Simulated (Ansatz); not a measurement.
# C2H4SSi: the cost of one run

Program: Ansatz 0.2.0 through its Python package. Level of theory: PBE/6-31G*. These are calculated values, not measurements.

### 1 The system

Bond lengths: Si1–C2 1.814 Å, C2–C3 1.188 Å, C3–S4 1.697 Å, Si1–H5 1.535 Å, Si1–H6 1.536 Å, Si1–H7 1.486 Å, S4–H8 1.305 Å. Angles: Si1–C2–C3 179.3°, C2–Si1–H5 111.2°, C2–Si1–H6 111.7°, C2–Si1–H7 113.9°, H5–Si1–H6 104.8°, H5–Si1–H7 107.7°, H6–Si1–H7 107.0°, C2–C3–S4 175.1°, C3–S4–H8 101.2°.

The script holds or builds the structure itself.

### 2 The code

Input file scan_c2h4ssi.py:

```python
# -*- coding: utf-8 -*-
import ansatz as az
import numpy as np


def main():
    geometry_ang = [
        ('Si', [-0.2741, 1.4373, -0.6027]),
        ('C', [-0.1485, -0.2327, 0.0949]),
        ('C', [-0.0712, -1.3316, 0.54]),
        ('S', [0.1821, -2.876, 1.1953]),
        ('H', [-1.1566, 1.4486, -1.8591]),
        ('H', [-0.96, 2.4093, 0.3683]),
        ('H', [1.0357, 2.0386, -0.9652]),
        ('H', [1.4847, -2.9506, 1.1726]),
    ]
    system = az.Crystal.molecule()
    for symbol, xyz in geometry_ang:
        system = system.atom(symbol, xyz)

    symbols = [site.symbol for site in system.cartesian_sites]
    start = np.array([site.position_ang for site in system.cartesian_sites])
    axis = (start[6] - start[0]) / np.linalg.norm(start[6] - start[0])
    moving = [6]
    lengths, energies = [1.26, 1.37, 1.49, 1.63, 1.86, 2.23, 2.68, 3.27], []
    for length in lengths:
        xyz = start.copy()
        xyz[moving] += (length - np.linalg.norm(start[6] - start[0])) * axis
        point = az.Crystal.molecule()
        for symbol, place in zip(symbols, xyz):
            point = point.atom(symbol, place.tolist())
        calc = (
            point.calculation()
            .basis(gaussian='6-31G*')
            .functional('PBE')
            .spin('collinear')
        )
        summary = calc.run(threads=1, pin='off').report
        energies.append(summary['free_energy_ev'])
        print(f'r = {length:6.3f} A  E = {energies[-1]:.5f} eV  <S^2> = {abs(summary["mean_field"]["state"]["spin_squared"]):.3f}')

    print('energy above the lowest point (eV):', [round(e - min(energies), 3) for e in energies])


if __name__ == '__main__':
    main()
```

### 3 Running it

Run with:

```sh
$ python scan_c2h4ssi.py
```

What time and memory should one allow on 1 thread of AMD EPYC (Zen 3), shared host?

About 60 s, with a peak of 0.24 GiB.
